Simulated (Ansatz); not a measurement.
**HfPbO3 (Pm-3m): equation of state with a fit, by script**

A script is to give an equation of state with a fit; the system is HfPbO3 (Pm-3m).

Program: Ansatz 0.2.0 through its Python package. Level of theory: DFT PBEsol, plane waves, PAW. These are calculated values, not measurements.

## 1. The system

The structure is cubic, space group Pm-3m (No. 221). The conventional cell has a = 4.155 Å, b = 4.155 Å, c = 4.155 Å, α = 90.00°, β = 90.00°, γ = 90.00°. Hf (site symmetry m-3m) is surrounded by 6 O at 2.08 Å. Pb (site symmetry m-3m) has 12 O at 2.94 Å as nearest neighbours. O (site symmetry 4/mmm) is surrounded by 2 Hf at 2.08 Å and 4 Pb at 2.94 Å.

No structure file is read: the coordinates are typed or built in the script.

## 2. Script

Contents of run_eos.py:

```python
"""Bulk modulus of HfPbO3 from an E(V) curve."""

import ansatz
import numpy as np
from pymatgen.analysis.eos import EOS

VECTORS = np.array([
    [4.155481, 0.0, 0.0],
    [0.0, 4.155481, 0.0],
    [0.0, 0.0, 4.155481],
])
SITES = [
    ("Hf", (0.5, 0.5, 0.5)),
    ("Pb", (0.0, 0.0, 0.0)),
    ("O", (0.0, 0.5, 0.5)),
    ("O", (0.5, 0.0, 0.5)),
    ("O", (0.5, 0.5, 0.0)),
]


def build(cell):
    crystal = ansatz.Crystal(lattice=ansatz.Lattice.of(cell))
    for symbol, position in SITES:
        crystal = crystal.atom(symbol, position)
    return crystal

# scale the volume, keep shape and fractions
volumes, energies, pressures = [], [], []
for scale in np.linspace(0.92, 1.08, 7):
    cell = VECTORS * scale ** (1 / 3)
    base = (
        build(cell).calculation()
        .functional("pbesol")
        .basis(450)
        .occupations("Fixed")
        .scf(tolerance=1e-08)
        .kpoints(5, 5, 5)
        .stress()
    )
    report = base.run().report
    volumes.append(abs(np.linalg.det(cell)) / len(SITES))
    energies.append(report["free_energy_ev"] / len(SITES))
    pressures.append(np.trace(report["stress_gpa"]) / 3)
    print(f"V = {volumes[-1]:8.4f} A^3/atom  F = {energies[-1]:.5f} eV/atom  P = {pressures[-1]:8.3f} GPa")

for form in ["birch_murnaghan", "vinet"]:
    fit = EOS(eos_name=form).fit(volumes, energies)
    print(f"{form:18s} V0 {fit.v0:8.4f} A^3/atom  B0 {fit.b0_GPa:7.1f} GPa  B1 {fit.b1:5.2f}")
```

## 3. The calls as engine input

The package turns the script's settings into the engine's input (first run):

```yaml
crystal:
  lattice:
    - [4.041574388164758, 0.0, 0.0]
    - [0.0, 4.041574388164758, 0.0]
    - [0.0, 0.0, 4.041574388164758]
  atoms:
    - { symbol: Hf, position: [0.5, 0.5, 0.5] }
    - { symbol: Pb, position: [0.0, 0.0, 0.0] }
    - { symbol: O, position: [0.0, 0.5, 0.5] }
    - { symbol: O, position: [0.5, 0.0, 0.5] }
    - { symbol: O, position: [0.5, 0.5, 0.0] }
basis:
  ecutwfc: 450.0
kpoints:
  mp_grid:
    grid: [5, 5, 5]
hamiltonian:
  xc: pbesol
scf:
  convergence:
    dr2_threshold: 1.0e-08
  occupations:
    method: fixed
output:
  stress: true
```

## 4. The run

Started as:

```
$ python run_eos.py
```

Standard output:

```text
DeckWarning: output.stress: scf.convergence.dr2_threshold = 1e-8 eV is looser than the 5e-10 eV advised for a printed stress (1e-10 eV for each atom of the cell: 5). What an SCF threshold leaves in a stress goes as its square root, and in the free energy as the threshold itself, and one threshold admits the most on a small cell: of the crystals measured, under no hybrid functional and no lock of the moments, on runs that ended without the residual-converged pass, on stresses that held no estimate of that error, the worst erred by over 100 MPa in a component at 1e-7 eV an atom and by under 5 at 1e-10. Set scf.convergence.dr2_threshold to 5e-10 eV or tighter. The threshold is an SCF's pass [...]
V =  13.2033 A^3/atom  F = -5808.07040 eV/atom  P =   11.353 GPa
V =  13.5860 A^3/atom  F = -5808.09013 eV/atom  P =    5.315 GPa
V =  13.9687 A^3/atom  F = -5808.09645 eV/atom  P =    0.101 GPa
V =  14.3514 A^3/atom  F = -5808.09118 eV/atom  P =   -4.399 GPa
V =  14.7341 A^3/atom  F = -5808.07593 eV/atom  P =   -8.284 GPa
V =  15.1168 A^3/atom  F = -5808.05205 eV/atom  P =  -11.632 GPa
V =  15.4995 A^3/atom  F = -5808.02070 eV/atom  P =  -14.522 GPa
birch_murnaghan    V0  13.9768 A^3/atom  B0   176.1 GPa  B1  4.37
vinet              V0  13.9772 A^3/atom  B0   176.2 GPa  B1  4.32
```

(Warnings from the package without file and line, shortened.)

It took 16 s on 1 thread of Arm Neoverse V1, shared host; peak memory 0.51 GiB.

## 5. Inputs of later runs

The engine's inputs for some of the other runs:

Run 4, against run 1:

```diff
@@ -3,3 +3,3 @@
-    - [4.041574388164758, 0.0, 0.0]
-    - [0.0, 4.041574388164758, 0.0]
-    - [0.0, 0.0, 4.041574388164758]
+    - [4.155481, 0.0, 0.0]
+    - [0.0, 4.155481, 0.0]
+    - [0.0, 0.0, 4.155481]
```

Run 6, against run 1:

```diff
@@ -3,3 +3,3 @@
-    - [4.041574388164758, 0.0, 0.0]
-    - [0.0, 4.041574388164758, 0.0]
-    - [0.0, 0.0, 4.041574388164758]
+    - [4.228080462631878, 0.0, 0.0]
+    - [0.0, 4.228080462631878, 0.0]
+    - [0.0, 0.0, 4.228080462631878]
```

Run 7, against run 1:

```diff
@@ -3,3 +3,3 @@
-    - [4.041574388164758, 0.0, 0.0]
-    - [0.0, 4.041574388164758, 0.0]
-    - [0.0, 0.0, 4.041574388164758]
+    - [4.2634635341232165, 0.0, 0.0]
+    - [0.0, 4.2634635341232165, 0.0]
+    - [0.0, 0.0, 4.2634635341232165]
```

## 6. The engine's runs

From the records of these 7 runs:

```csv
run,volume (Å³/atom),energy from run 3 (meV/atom),pressure (GPa),gap on the mesh (eV),SCF cycles,CPU time (s)
1,13.203,26.05,11.35,3.18,8,1.9
2,13.586,6.32,5.31,3.07,8,1.7
3,13.969,0.00,0.10,2.96,8,1.7
4,14.351,5.26,-4.40,2.85,8,1.7
5,14.734,20.51,-8.28,2.75,8,1.7
6,15.117,44.39,-11.63,2.65,8,1.7
7,15.499,75.75,-14.52,2.56,8,1.8
```

## 7. Summary of results

```
                      quantity           value
                 runs compared               7
               range of energy  75.75 meV/atom
lowest point, volume (Å³/atom)          13.969
      equilibrium volume (fit)   13.98 Å³/atom
            bulk modulus (fit)         176 GPa
```

What this shows: A third-order Birch-Murnaghan fit through the 7 points has its minimum at 13.98 Å³ an atom, 2.6 % below the typed cell, with a bulk modulus of 176 GPa and dB/dP = 4.4. From that minimum the energy rises by 26.1 meV an atom on the compressed side and 75.8 meV on the expanded side. Reading the output:
- Spin is left out of this run.
- Pressure is positive in compression.
- Spin-orbit coupling, which matters for elements this heavy, is left out.
- The structure comes from a database of computed cells and needn't be a stable or known phase.
